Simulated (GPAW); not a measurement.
The system is SiSe.

```xyz
2
Lattice="3.5952 0.0000 0.0000 -1.7976 3.1135 0.0000 0.0000 0.0000 3.5987" Properties=species:S:1:pos:R:3 pbc="T T T"
Si    1.7976    1.0378    1.7994
Se    0.0000    0.0000    0.0000
```

The cell was built by a generator and needn't be a form met in nature.

| Property | Result |
| --- | --- |
| Program | GPAW 26.7.0 |
| Task | relaxation of cell and atoms |
| Functional | LDA |
| Potentials or basis | the program's PAW data sets (release 1.2.1) made for this functional |
| Cutoff | 600 eV |
| Basis | pw |
| k mesh | 7 × 7 × 6 |
| Occupations | fermi-dirac, width 0.05 eV |
| Spin | no spin polarisation |

At the start: pressure -4.4 GPa; volume 20.14 Å³/atom.

Task: Where does the relaxation end?

Result: Over 7 steps the energy falls by 20.3 meV/atom and the volume is 18.73 Å³/atom (-7.0 %); space group P-6m2 (No. 187, to 0.05 Å).

The path:
```csv
step,energy change (eV),largest force (eV/Å),pressure (GPa),volume (Å³)
1,0.0000,0.0000,-4.43,40.28
2,-0.0123,0.0000,-3.71,39.81
3,-0.0365,0.0000,0.27,37.61
4,-0.0375,0.0000,-0.03,37.72
5,-0.0397,0.0000,-0.42,37.76
6,-0.0405,0.0000,-0.29,37.59
7,-0.0406,0.0000,-0.06,37.46
```

Final structure:
```yaml
crystal:
  lattice:
    - [3.48861, 0.00000, 0.00000]
    - [-1.74430, 3.02122, 0.00000]
    - [0.00000, 0.00000, 3.55394]
  atoms:
    - { symbol: Si, position: [0.66667, 0.33333, 0.50000] }
    - { symbol: Se, position: [0.00000, 0.00000, 0.00000] }
```

Caveat: later steps reuse the first step's grids.
